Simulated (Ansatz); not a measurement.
SiF:

```xyz
2
Lattice="1.3386 0.7728 3.8983 -1.3386 0.7728 3.8983 0.0000 -1.5457 3.8983" Properties=species:S:1:pos:R:3 pbc="T T T"
Si    0.0000    0.0000    5.8475
F     0.0000    0.0000    0.0000
```

The cell was built by a generator and needn't be a form met in nature.

```yaml
Program: Ansatz 0.2.0
Task: relaxation of cell and atoms
Functional: HSE03
Potentials_or_basis: Ansatz PAW
Cutoff: "420 eV (not typed: the program's choice for these potentials)"
k_mesh: 6 × 6 × 6
Occupations: fermi-dirac, width 0.05 eV
Spin: no spin polarisation
```

At the start: volume 12.10 Å³/atom.

Question: How do energy, volume and symmetry change on relaxing?

Answer: It ends after 8 steps and the volume is 11.69 Å³/atom (-3.4 %); space group R-3m (No. 166, to 0.05 Å).

Step by step:
```tsv
step	energy change (eV)	largest force (eV/Å)	volume (Å³)
1	0.0000	0.0000	24.20
2	-0.0066	0.0000	23.68
3	-0.0074	0.0000	23.29
4	-0.0081	0.0000	23.42
5	-0.0081	0.0000	23.41
6	-0.0072	0.0000	23.41
7	-0.0073	0.0000	23.38
8	-0.0072	0.0000	23.38
```

Final structure:
```yaml
crystal:
  lattice:
    - [1.31997, 0.76209, 3.87290]
    - [-1.31997, 0.76209, 3.87290]
    - [0.00000, -1.52417, 3.87290]
  atoms:
    - { symbol: Si, position: [0.50000, 0.50000, 0.50000] }
    - { symbol: F, position: [0.00000, 0.00000, 0.00000] }
```

Caveat: the k mesh is coarse (spacing up to 0.46 Å⁻¹), so the values aren't converged, least of all with exact exchange; the plane-wave basis is chosen anew once the cell has moved, so the energies of steps on either side of that aren't comparable; an odd number of electrons without spin polarisation forces a metal; a magnetic or distorted state may lie lower; the PAW data sets come from PBE, with cores solved anew for the run's functional, which leaves a small shift of forces and pressure.
